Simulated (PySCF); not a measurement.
# FHg (HgF): the cost of one run

Programs: PySCF 2.14.0, with routines of our own; each step states its level. All values are computed. Atoms count from 0.

## Step 1: The system as given

2 atoms, charge 0, multiplicity 2; geometry from: GFN2-xTB.

## Step 2: Relaxing the molecule at PBE0-D3(BJ)/def2-SVP

Job settings and geometry (Å):

```
{"job": {"xc": "PBE0", "basis": "def2-SVP", "d3": "d3bj", "grid": 1, "maxiter": 30, "shake": 0.01, "kind": "geom"}, "charge": 0, "multiplicity": 2}
F      1.166010    -0.029180     0.002220
Hg    -1.148520     0.000360    -0.014340
```

Started as:

```console
$ OMP_NUM_THREADS=1 python heavy_run.py task.json out
```

One launch serves the whole session: the jobs run in the order shown.

**Question.** How long does this first job take on 1 thread of Arm Neoverse V1, shared host, and how much memory does it need?

About 4.6 s, with a peak of 0.26 GiB.
